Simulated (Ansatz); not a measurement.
## ScSi2 under changes of volume

One of the cells (14.965 Å³/atom); the others are scaled copies at fixed shape and fractional positions:

```xyz
3
Lattice="3.6600 0.0000 0.0000 -1.8300 3.1697 0.0000 0.0000 0.0000 3.8700" Properties=species:S:1:pos:R:3 pbc="T T T"
Sc    0.0000    0.0000    0.0000
Si    1.8300    1.0566    1.9350
Si    0.0000    2.1131    1.9350
```

* Program: Ansatz 0.2.0
* Functional: PBE
* Potentials or basis: all-electron LAPW, scalar-relativistic
* Cutoff: 301 eV (chosen from the basis error)
* Basis error allowed: 0.001 eV/atom
* k mesh: 8 × 8 × 7
* Occupations: fermi-dirac, width 0.05 eV
* Spin: no spin polarisation

| volume (Å³/atom) | energy over the lowest point (meV/atom) | pressure (GPa) |
| --- | --- | --- |
| 14.067 | ? | ? |
| 14.367 | 219.44 | 33.7 |
| 14.666 | 160.78 | 29.2 |
| 14.965 | 110.16 | 25.0 |
| 15.265 | 66.91 | 21.3 |
| 15.564 | 30.37 | 17.9 |
| 15.863 | 0.00 | 14.7 |

**Question.** What does the run at 14.067 Å³/atom give?

**Answer.** Energy over the lowest point 286.89 meV/atom; pressure 38.6 GPa.

Worked out: A Birch-Murnaghan fit of order 3 (a polynomial in V^(-2/3)) to the other rows has no minimum within the range. It gives 287.32 meV/atom at 14.067 Å³/atom, against the run's 286.89, and -dE/dV = 38.8 GPa, against 38.6.

Energies are extrapolated to zero smearing.

The runs don't all hold the same shells in valence.
